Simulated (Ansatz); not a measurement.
# Cl2H2HfO2: how energies converge with the basis set

An exercise on one series of results from a longer session: the logs are not shown, and one member is left open.

The runs use Ansatz 0.2.0, Gaussian basis; one geometry, several basis sets.

Plan: PBE0-D4/def2-SVP; ωB97M-V/def2-SVP; PBE0-D4/def2-QZVPP; ωB97M-V/def2-QZVPP; the functionals' def2-TZVPP values are taken from earlier runs.

## Structure used throughout

An earlier PBE0-D4 in a triple-zeta def2 set relaxation fixed the geometry. Hf takes the def2 core potential; no spin-orbit term is included.

SMILES `[OH][Hf]([OH])([Cl])[Cl]`, 7 atoms, charge 0, spin multiplicity 1.

Atoms are counted from 1 here; the program's logs count them from 0.

Bond lengths: O1–Hf2 1.897 Å, O1–H6 0.952 Å, Hf2–O3 1.896 Å, Hf2–Cl4 2.357 Å, Hf2–Cl5 2.357 Å, O3–H7 0.952 Å. Angles: Hf2–O1–H6 171.0°, O1–Hf2–O3 110.9°, O1–Hf2–Cl4 108.9°, O1–Hf2–Cl5 108.9°, O3–Hf2–Cl4 108.9°, O3–Hf2–Cl5 108.9°, Cl4–Hf2–Cl5 110.3°, Hf2–O3–H7 171.3°.

Set-up of the first run:

File in.yaml:

```yaml
crystal:
  periodic: [false, false, false]
  atoms:
    - {symbol: O, position_ang: [-1.219072, 0.871590, 0.794155]}
    - {symbol: Hf, position_ang: [-0.111361, -0.121306, -0.382307]}
    - {symbol: O, position_ang: [1.569087, -0.486357, 0.417231]}
    - {symbol: Cl, position_ang: [-1.174537, -2.162174, -0.892774]}
    - {symbol: Cl, position_ang: [0.234230, 1.132820, -2.347933]}
    - {symbol: H, position_ang: [-1.661109, 1.360340, 1.480716]}
    - {symbol: H, position_ang: [2.362782, -0.594901, 0.930922]}
basis:
  gaussian: {orbitals: def2-SVP}
hamiltonian: {xc: pbe0, dispersion: d4}
output: {orbitals: {seedname: orbitals}}
```

Command:

```sh
$ ansatz run in.yaml --threads 4 --pin off --events-out ev --progress --plain --max-ram 10444MiB
```

Among the steps run: PBE0-D4 in def2-SVP; ωB97M-V in def2-SVP; PBE0-D4 in def2-QZVPP; ωB97M-V in def2-QZVPP.

One of the session's tables, all rows but one given; the rest of the session is left out.

```
functional       basis  HOMO (eV)
   PBE0-D4    def2-SVP      -8.84
   PBE0-D4  def2-TZVPP      -8.94
   PBE0-D4  def2-QZVPP      -8.98
   ωB97M-V    def2-SVP     -11.03
   ωB97M-V  def2-TZVPP          ?
   ωB97M-V  def2-QZVPP     -11.23
```

Q: Estimate the row for ωB97M-V, def2-TZVPP from the others.

The run gave: HOMO (eV): -11.18. In the column «HOMO (eV)» it lies between ωB97M-V, def2-QZVPP (-11.23) and ωB97M-V, def2-SVP (-11.03).
